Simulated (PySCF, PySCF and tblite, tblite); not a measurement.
# C9H13N: conformers and averaged spectra, part 3 of 3

PySCF and tblite. Atoms count from 0.

## 10. Shieldings, conformer 2: KT2/pcSseg-1 in benzene

Job settings and geometry (Å):

```
{"job": {"xc": "KT2", "basis": "pcSseg-1", "solvent": "benzene", "kind": "nmr", "pop": false}, "charge": 0, "multiplicity": 1}
C     -3.205076     0.084390     0.508506
C     -1.893505    -0.690952     0.514851
C     -0.675321     0.086114     0.073668
C     -0.745309     1.404595    -0.343867
C      0.390407     2.094024    -0.730843
C      1.619284     1.463358    -0.696467
C      1.729941     0.145400    -0.285970
C      3.074855    -0.524259    -0.246087
C      0.575844    -0.553409     0.095042
N      0.688239    -1.856375     0.565669
H     -3.453813     0.422070    -0.494948
H     -4.010486    -0.558576     0.858607
H     -3.148687     0.946848     1.168096
H     -1.712754    -1.063554     1.528632
H     -2.010643    -1.565110    -0.138435
H     -1.695894     1.912443    -0.370425
H      0.315259     3.121647    -1.053726
H      2.509083     2.000784    -0.992883
H      3.300397    -0.879279     0.759544
H      3.851023     0.175648    -0.544631
H      3.111966    -1.377307    -0.926999
H      1.522498    -2.340759     0.275616
H     -0.142063    -2.420756     0.487128
```

The log of the run:

```text
coarse grid: 18896 points
cycle   1  E = -412.5480231628  dE =  1.248e+00  |g| = 6.565e-01  |ddm| = 4.798e+00
cycle   2  E = -412.4521008840  dE =  9.592e-02  |g| = 8.918e-01  |ddm| = 1.719e+00
cycle   3  E = -412.6678614271  dE = -2.158e-01  |g| = 1.044e-01  |ddm| = 1.093e+00
cycle   4  E = -412.6699371591  dE = -2.076e-03  |g| = 5.762e-02  |ddm| = 1.766e-01
cycle   5  E = -412.6708950117  dE = -9.579e-04  |g| = 1.112e-02  |ddm| = 9.116e-02
cycle   6  E = -412.6709213512  dE = -2.634e-05  |g| = 4.884e-03  |ddm| = 1.529e-02
cycle   7  E = -412.6709269757  dE = -5.624e-06  |g| = 5.924e-04  |ddm| = 5.780e-03
final grid: 181704 points
cycle   8  E = -412.6585136707  dE = -3.605e-04  |g| = 1.427e-02  |ddm| = 1.598e-01
cycle   9  E = -412.6584738095  dE =  3.986e-05  |g| = 1.832e-02  |ddm| = 3.712e-02
cycle  10  E = -412.6585639745  dE = -9.016e-05  |g| = 2.728e-03  |ddm| = 2.672e-02
cycle  11  E = -412.6585657948  dE = -1.820e-06  |g| = 1.184e-03  |ddm| = 4.606e-03
cycle  12  E = -412.6585661994  dE = -4.046e-07  |g| = 1.479e-04  |ddm| = 1.449e-03
cycle  13  E = -412.6585662032  dE = -3.771e-09  |g| = 8.297e-05  |ddm| = 2.312e-04
cycle  14  E = -412.6585662048  dE = -1.633e-09  |g| = 1.549e-05  |ddm| = 8.784e-05
cycle  15  E = -412.6585662049  dE = -5.070e-11  |g| = 6.510e-06  |ddm| = 2.408e-05
converged SCF energy = -412.6585662049

GIAO shielding tensors (ppm)
atom      isotropic    diamagn.    paramagn.     s11        s22        s33       span
  0 C      173.197     246.924     -73.727    168.199    169.016    182.378     14.179
  1 C      159.586     251.219     -91.633    153.969    157.313    167.477     13.508
  2 C       65.940     264.203    -198.263     -3.043     36.179    164.683    167.726
  3 C       68.639     252.749    -184.109    -28.778     59.754    174.942    203.720
  4 C       73.630     256.370    -182.740    -22.390     71.357    171.924    194.313
  5 C       62.790     254.181    -191.390    -31.275     67.668    151.977    183.252
  6 C       70.803     263.612    -192.809     -4.413     50.169    166.653    171.066
  7 C      166.062     248.396     -82.334    153.706    158.218    186.263     32.558
  8 C       46.577     253.501    -206.924    -29.709     26.223    143.218    172.927
  9 N      193.370     319.453    -126.083    172.219    197.050    210.840     38.621
 10 H       30.121      30.410      -0.289     25.854     28.357     36.153     10.299
 11 H       30.058      26.254       3.804     24.841     28.180     37.153     12.312
 12 H       30.171      30.410      -0.239     25.908     28.421     36.185     10.276
 13 H       29.104      32.468      -3.364     23.033     30.432     33.848     10.816
 14 H       29.190      32.526      -3.336     23.195     30.253     34.122     10.927
 15 H       24.642      35.505     -10.863     19.784     24.146     29.996     10.212
 16 H       24.923      31.612      -6.689     21.145     26.582     27.040      5.895
 17 H       24.558      32.992      -8.434     20.681     25.000     27.992      7.311
 18 H       29.348      29.554      -0.205     24.768     28.002     35.275     10.507
 19 H       29.325      28.656       0.669     24.219     28.706     35.051     10.833
 20 H       29.407      29.633      -0.226     24.965     27.874     35.383     10.418
 21 H       28.048      33.773      -5.725     19.787     28.495     35.862     16.074
 22 H       27.981      34.758      -6.776     19.578     28.886     35.479     15.901
```

Run time: 32 s. Hardware: 1 thread of Arm Neoverse V2, shared host; peak memory 1 GiB.

Key values: HOMO -4.78 eV, LUMO -0.57 eV; dipole 2.27 D.

## 11. Single-point energy, conformer 2: revPBE/def2-SVP in benzene

Changed since step 10:

```diff
@@ -1,2 +1,2 @@
-{"job": {"xc": "KT2", "basis": "pcSseg-1", "solvent": "benzene", "kind": "nmr", "pop": false}, "charge": 0, "multiplicity": 1}
+{"job": {"xc": "revPBE", "basis": "def2-SVP", "solvent": "benzene", "kind": "sp"}, "charge": 0, "multiplicity": 1}
 C     -3.205076     0.084390     0.508506
```

The log of the run:

```text
coarse grid: 18896 points
cycle   1  E = -404.9527148859  dE =  1.090e+00  |g| = 6.559e-01  |ddm| = 5.775e+00
cycle   2  E = -404.8469471288  dE =  1.058e-01  |g| = 9.107e-01  |ddm| = 2.137e+00
cycle   3  E = -405.0748859505  dE = -2.279e-01  |g| = 1.236e-01  |ddm| = 1.332e+00
cycle   4  E = -405.0780215937  dE = -3.136e-03  |g| = 6.445e-02  |ddm| = 2.216e-01
cycle   5  E = -405.0792132592  dE = -1.192e-03  |g| = 1.421e-02  |ddm| = 1.036e-01
cycle   6  E = -405.0792592193  dE = -4.596e-05  |g| = 5.629e-03  |ddm| = 2.218e-02
cycle   7  E = -405.0792669218  dE = -7.702e-06  |g| = 5.584e-04  |ddm| = 6.930e-03
final grid: 181704 points
cycle   8  E = -405.1396434933  dE = -7.472e-05  |g| = 1.484e-02  |ddm| = 1.203e-01
cycle   9  E = -405.1395937616  dE =  4.973e-05  |g| = 2.014e-02  |ddm| = 4.384e-02
cycle  10  E = -405.1397038139  dE = -1.101e-04  |g| = 1.339e-03  |ddm| = 2.605e-02
cycle  11  E = -405.1397042287  dE = -4.148e-07  |g| = 5.538e-04  |ddm| = 2.253e-03
cycle  12  E = -405.1397043058  dE = -7.712e-08  |g| = 2.007e-04  |ddm| = 8.519e-04
cycle  13  E = -405.1397043169  dE = -1.111e-08  |g| = 4.177e-05  |ddm| = 3.168e-04
cycle  14  E = -405.1397043173  dE = -4.028e-10  |g| = 1.609e-05  |ddm| = 6.528e-05
converged SCF energy = -405.1397043173
```

Run time: 14 s. Hardware: 1 thread of Arm Neoverse V2, shared host; peak memory 1 GiB.

Key values: HOMO -4.52 eV, LUMO -0.35 eV; dipole 2.43 D.

## 12. Averages: properties at KT2/pcSseg-1 in benzene

Job settings and geometry (Å):

```
{"job": {"study": "conf", "smiles": "CCc1cccc(C)c1N", "search": {"seed": 994, "n_embed": 90, "ff_keep": 18, "window": 3.0, "nmax": 5, "temps": [220, 260, 298.15, 340, 380], "t_ref": 298.15, "order": 0.002}, "level": {"nmr": {"xc": "KT2", "basis": "pcSseg-1", "solvent": "benzene"}, "sp": {"xc": "revPBE", "basis": "def2-SVP", "solvent": "benzene"}, "change": "KT2/pcSseg-1; solvent benzene; energies revPBE/def2-SVP", "top": 4}, "kind": "conf"}, "charge": 0, "multiplicity": 1}
C     -2.847347    -0.626457     0.155477
C     -1.984910     0.022568    -0.930848
C     -0.658209     0.479655    -0.380497
C     -0.517127     1.790889     0.045663
C      0.673240     2.248448     0.578091
C      1.747167     1.382430     0.676916
C      1.644236     0.066345     0.260446
C      2.825711    -0.855956     0.366857
C      0.427041    -0.399755    -0.260763
N      0.335839    -1.705105    -0.724469
H     -2.352131    -1.492731     0.590519
H     -3.035455     0.086144     0.955475
H     -3.802967    -0.946916    -0.254822
H     -1.835779    -0.674903    -1.758210
H     -2.519066     0.888000    -1.328064
H     -1.358312     2.463815    -0.044919
H      0.766469     3.272096     0.908101
H      2.684517     1.733699     1.084996
H      3.688936    -0.318403     0.750362
H      3.082392    -1.267907    -0.609100
H      2.618547    -1.686125     1.045489
H     -0.594054    -2.085255    -0.780460
H      1.006511    -2.347588    -0.336163
```

The log of the run:

```text
conformer  sym    E(xTB)   E(DFT)   G(298.15 K)  weight  dipole/D
    1     C1      0.000    0.000    0.000   0.6479    2.366
    2     C1      1.053    0.165    0.361   0.3521    2.428

mean shielding (ppm) by class
class atoms           220 K      260 K   298.15 K      340 K      380 K
  0 C  0            169.468     169.55    169.611    169.664    169.704
  1 C  1            156.656    156.721    156.769     156.81    156.842
  2 C  2             64.333     64.369     64.395     64.418     64.435
  3 C  3             64.734     64.821     64.884     64.939     64.982
  4 C  4             73.335     73.341     73.346      73.35     73.353
  5 C  5               62.4     62.409     62.415     62.421     62.425
  6 C  6             70.169     70.183     70.193     70.202     70.209
  7 C  7            166.047    166.047    166.047    166.048    166.048
  8 C  8             47.312     47.296     47.284     47.274     47.266
  9 N  9            193.657    193.651    193.646    193.642    193.639
 10 H  10,11,12      30.366     30.361     30.357     30.353      30.35
 11 H  13,14         29.028     29.031     29.033     29.034     29.036
 12 H  15            24.649     24.649     24.648     24.648     24.648
 13 H  16            24.987     24.985     24.984     24.983     24.983
 14 H  17            24.591     24.591      24.59      24.59     24.589
 15 H  18,19,20      29.379     29.378     29.378     29.378     29.377
 16 H  21,22         27.972     27.973     27.974     27.974     27.975
```

Run time: 92 s. Hardware: 1 thread of Arm Neoverse V2, shared host. This counts the runs that the step sums up.

Against the first level, at 298 K (shieldings, ppm; largest changes first):

| atoms | B97-2/pcSseg-1 in chloroform | KT2/pcSseg-1 in benzene | change |
| --- | --- | --- | --- |
| C3 | 58.0 | 64.9 | +6.9 |
| C5 | 55.7 | 62.4 | +6.7 |
| C8 | 40.6 | 47.3 | +6.7 |
| C6 | 63.6 | 70.2 | +6.6 |
| C2 | 58.2 | 64.4 | +6.2 |
| C4 | 67.3 | 73.3 | +6.0 |
| N9 | 195.7 | 193.6 | -2.1 |
| C1 | 158.2 | 156.8 | -1.5 |
| C0 | 170.4 | 169.6 | -0.8 |
| H13, H14 | 29.24 | 29.03 | -0.21 |

Weights: from PBE0/def2-SVP in chloroform energies 1: 59 %, 2: 41 %; from revPBE/def2-SVP in benzene energies 1: 65 %, 2: 35 % (with a dispersion term where the level has one and the same thermal terms, so they don't follow from the SCF energies alone). Times: 1.9 min and 92 s.

## 13. Results

The summary covers parts 1 to 3.

```
                                          quantity                                                           value
                                        conformers             2; the first in weight is no. 1 (C1), 59 % at 298 K
                           root-mean-square dipole                                                          2.48 D
averaged 13C shifts (B97-2/pcSseg-1 in chloroform)  146.3, 131.1, 128.9, 128.7, 123.3, 119.5, 28.6, 20.8, 16.4 ppm
 averaged 1H shifts (B97-2/pcSseg-1 in chloroform)                    7.31, 7.25, 6.90, 3.80, 2.56, 2.30, 1.30 ppm
```

In words: Conformer 1 leads with 59 % at 298 K, and its share goes from 60 % at 220 K to 59 % at 380 K. Among conformers over 5 %, C3 differs by 5.3 ppm, while the average moves by 0.1 ppm from 220 to 380 K. Protons on O, N, S or Se exchange and bind to solvent, so their values hold for the lone molecule only. Between B97-2/pcSseg-1 in chloroform and KT2/pcSseg-1 in benzene, C3 changes most, by 6.9 ppm of raw shielding; the energies behind both averages, dispersion terms included where typed, rank the same conformer first.
